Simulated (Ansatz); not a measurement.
# Pt3W: equation of state with PBEsol

The system is Pt3W.

```
CELL_PARAMETERS angstrom
-1.94790 1.94790 4.01834
1.94790 -1.94790 4.01834
1.94790 1.94790 -4.01834
ATOMIC_POSITIONS crystal
Pt 0.50000 0.50000 0.00000
Pt 0.25000 0.75000 0.50000
Pt 0.75000 0.25000 0.50000
W 0.00000 0.00000 0.00000
```

The cell comes from a database or a generator and needn't be the stable form of this composition.

- Program: Ansatz 0.2.0
- Task: equation of state
- Functional: PBEsol
- Potentials or basis: all-electron LAPW, scalar-relativistic
- Basis error allowed: 0.001 eV/atom
- k mesh: 10 × 10 × 10
- Occupations: fermi-dirac, width 0.05 eV
- Spin: no spin polarisation

```json
{
  "Equilibrium volume": "14.99 Å³/atom",
  "Bulk modulus at fixed shape and positions": "317 GPa",
  "Pressure derivative of the bulk modulus": "5.0"
}
```

Energy against volume, from the lowest point:
```
volume (Å³/atom)  energy (meV/atom)
          14.332              31.11
          14.637               8.48
          14.942               0.00
          15.247               4.04
          15.552              19.15
          15.857              44.06
          16.162              77.62
```

All runs of the series together: 14 min on 2 threads of Arm Neoverse V2, on a shared host.

Caveat: the cell was scaled at fixed shape and fractional positions, which overstates the stiffness of a crystal with free parameters, most of all of layers and chains. The run has no spin-orbit coupling, so splittings on Pt, W are missing.
